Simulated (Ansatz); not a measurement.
# H₄Si₂TeZn: one species, many methods

The task here is to estimate one member of a computed series from the others.

Method: functionals in def2-TZVPP, the program's frozen cores in correlated methods; program: Ansatz 0.2.0, Gaussian basis.

Plan: LDA (SPW92), PBE-D4, revPBE-D4, BLYP-D4, r2SCAN-D4, B97M-V, PBE0-D4, B3LYP-D4, r2SCANh-D4, r2SCAN0-D4, HSE06-D4, BHLYP-D4, CAM-B3LYP-D4, LC-ωPBE, ωB97X-V, ωB97M-V, B2PLYP, PBE-QIDH; CCSD(T)/def2-SVP; CCSD(T)/def2-TZVPP; MP2/def2-QZVPP; extrapolation to the limit; RPA on PBE.

## The geometry

The geometry comes from an earlier relaxation with PBE0-D4 in a triple-zeta def2 set; it is a stationary point, not always the lowest conformer. Te takes the def2 core potential; no spin-orbit term is included.

SMILES `[ZnH][SiH]1[SiH2][Te]1`, 8 atoms, charge 0, spin multiplicity 1.

Atoms are counted from 1 here; the program's logs count them from 0.

Bond lengths: Zn1–Si2 2.348 Å, Zn1–H5 1.549 Å, Si2–Si3 2.284 Å, Si2–Te4 2.557 Å, Si2–H6 1.490 Å, Si3–Te4 2.486 Å, Si3–H7 1.482 Å, Si3–H8 1.483 Å. Angles: Si2–Zn1–H5 175.9°, Zn1–Si2–Si3 119.8°, Zn1–Si2–Te4 106.7°, Zn1–Si2–H6 123.8°, Si3–Si2–Te4 61.5°, Si3–Si2–H6 114.2°, Te4–Si2–H6 111.6°, Si2–Si3–Te4 64.7°, Si2–Si3–H7 120.1°, Si2–Si3–H8 120.6°, Te4–Si3–H7 115.6°, Te4–Si3–H8 116.1°, H7–Si3–H8 111.7°, Si2–Te4–Si3 53.8°.

The first run:

Input file in.yaml:

```yaml
crystal:
  periodic: [false, false, false]
  atoms:
    - {symbol: Zn, position_ang: [-1.652526, 1.747163, -0.477886]}
    - {symbol: Si, position_ang: [0.453923, 0.782286, -0.094178]}
    - {symbol: Si, position_ang: [0.596314, -1.373366, 0.646567]}
    - {symbol: Te, position_ang: [0.733506, -1.085451, -1.818422]}
    - {symbol: H, position_ang: [-3.068552, 2.292447, -0.787395]}
    - {symbol: H, position_ang: [1.708596, 1.568370, 0.070405]}
    - {symbol: H, position_ang: [1.834088, -1.853267, 1.306107]}
    - {symbol: H, position_ang: [-0.605350, -2.078184, 1.154813]}
basis:
  gaussian: {orbitals: def2-TZVPP}
hamiltonian: {xc: lda}
output: {orbitals: {seedname: orbitals}}
```

Command:

```
$ ansatz run in.yaml --threads 4 --pin off --events-out ev --progress --plain --max-ram 10444MiB
```

Steps of the session up to this table: LDA; PBE-D4 (GGA); revPBE-D4 (GGA); BLYP-D4 (GGA); r2SCAN-D4 (meta-GGA); B97M-V (meta-GGA); B3LYP-D4 (hybrid); r2SCANh-D4 (hybrid); r2SCAN0-D4 (hybrid); HSE06-D4 (hybrid); BHLYP-D4 (hybrid); CAM-B3LYP-D4 (range-separated); LC-ωPBE (range-separated); ωB97X-V (range-separated); ωB97M-V (range-separated); B2PLYP (double hybrid); PBE-QIDH (double hybrid).

One of the session's tables, all rows but one given; the rest of the session is left out.

It belongs to the step «Frontier levels by functional». 

| functional | HOMO (eV) | LUMO (eV) | gap (eV) |
| --- | --- | --- | --- |
| LDA (SPW92) | -5.45 | -2.49 | 2.96 |
| PBE-D4 | -5.32 | -2.29 | 3.03 |
| revPBE-D4 | -5.27 | -2.20 | 3.07 |
| BLYP-D4 | -5.12 | -2.17 | 2.95 |
| r2SCAN-D4 | -5.54 | -2.11 | 3.43 |
| B97M-V | -5.55 | -2.21 | 3.33 |
| PBE0-D4 | -6.24 | -1.59 | 4.65 |
| B3LYP-D4 | -6.01 | -1.78 | 4.23 |
| r2SCANh-D4 | -5.88 | -1.86 | 4.02 |
| r2SCAN0-D4 | -6.39 | -1.50 | 4.89 |
| HSE06-D4 | -5.86 | -1.95 | 3.91 |
| BHLYP-D4 | ? | ? | ? |
| CAM-B3LYP-D4 | -7.34 | -0.72 | 6.62 |
| LC-ωPBE | -8.59 | 0.28 | 8.87 |
| ωB97X-V | -8.30 | 0.18 | 8.48 |
| ωB97M-V | -8.18 | -0.05 | 8.13 |

**Question.** Estimate the row for BHLYP-D4.

Worked estimate for «HOMO (eV)». Against the share of exact exchange, BLYP-D4 (0, -5.12), B3LYP-D4 (0.2, -6.01) give a slope of -4.45 per unit share; at 0.5 the line stands at -7.34.

The run gave: HOMO (eV): -6.99; LUMO (eV): -0.87; gap (eV): 6.12. In «HOMO (eV)» the line misses by -0.35.
